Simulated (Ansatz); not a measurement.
# C2H6OSi: the cost of one run

Method: the settings change from run to run; program: Ansatz 0.2.0, Gaussian basis.

## Step 1: The molecule

An earlier PBE0-D4 in a triple-zeta def2 set relaxation fixed the geometry.

SMILES `O=CC[SiH3]`, 10 atoms, charge 0, spin multiplicity 1.

Atoms are counted from 1 here; the program's logs count them from 0.

Bond lengths: O1–C2 1.202 Å, C2–C3 1.497 Å, C2–H5 1.111 Å, C3–Si4 1.889 Å, C3–H6 1.097 Å, C3–H7 1.097 Å, Si4–H8 1.483 Å, Si4–H9 1.488 Å, Si4–H10 1.483 Å. Angles: O1–C2–C3 123.9°, O1–C2–H5 120.1°, C3–C2–H5 116.0°, C2–C3–Si4 112.7°, C2–C3–H6 108.4°, C2–C3–H7 108.4°, Si4–C3–H6 111.1°, Si4–C3–H7 111.1°, H6–C3–H7 104.7°, C3–Si4–H8 110.6°, C3–Si4–H9 107.7°, C3–Si4–H10 110.6°, H8–Si4–H9 108.7°, H8–Si4–H10 110.4°, H9–Si4–H10 108.7°.

## Step 2: wB97X/pcseg-2

in.yaml reads:

```yaml
crystal:
  periodic: [false, false, false]
  atoms:
    - {symbol: O, position_ang: [-1.496659, -0.090831, -1.387141]}
    - {symbol: C, position_ang: [-0.617362, 0.708668, -1.207707]}
    - {symbol: C, position_ang: [0.404899, 0.595346, -0.120463]}
    - {symbol: Si, position_ang: [0.168168, -0.944850, 0.946746]}
    - {symbol: H, position_ang: [-0.528734, 1.596611, -1.870047]}
    - {symbol: H, position_ang: [1.401726, 0.609206, -0.579209]}
    - {symbol: H, position_ang: [0.366302, 1.507786, 0.488035]}
    - {symbol: H, position_ang: [0.299921, -2.173314, 0.126780]}
    - {symbol: H, position_ang: [1.236012, -0.945984, 1.983329]}
    - {symbol: H, position_ang: [-1.151275, -0.913837, 1.622677]}
basis:
  gaussian: {orbitals: pcseg-2}
hamiltonian: {xc: {name: wB97X}}
output: {forces: true}
```

Run with:

```console
ansatz run in.yaml --threads 2 --pin off --events-out ev --progress --plain --max-ram 4352MiB
```

What time and memory should one allow on 2 threads of Arm Neoverse V1, shared host?

About 12 s, with a peak of 0.53 GiB.
